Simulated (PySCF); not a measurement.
# C4N4SW ([WS(CN)4]-): the cost of one run

Computed with PySCF 2.14.0 and routines of our own; the level stands in each step. Atoms count from 0.

## 1. The starting structure

10 atoms, charge -1, states of the metal's open shell are computed; geometry from: GFN2-xTB, shaken.

## 2. Geometry optimisation at B3LYP-D3(BJ)/def2-SVP

Job settings and geometry (Å):

```
{"job": {"xc": "B3LYP", "basis": "def2-SVP", "d3": "d3bj", "grid": 1, "maxiter": 40, "kind": "geom"}, "charge": -1, "metal": "W", "open_shell": "d1"}
W      0.002790     0.004170     0.493040
S      0.000160    -0.009500     2.676830
C      1.990830     0.005290    -0.235110
N      3.074270    -0.015840    -0.594980
C      0.014650     1.978350    -0.212470
N      0.028110     3.069950    -0.580010
C     -2.019620    -0.004660    -0.236210
N     -3.091900     0.004970    -0.567120
C     -0.013120    -1.994390    -0.253950
N     -0.033670    -3.089220    -0.577930
```

Run with:

```console
OMP_NUM_THREADS=1 python lf_run.py task.json out
```

This one command runs all jobs of the session in turn.

Q: Estimate the wall time and peak memory of this first job on 1 thread of Arm Neoverse V2, shared host.

About 3.1 min, with a peak of 0.66 GiB.
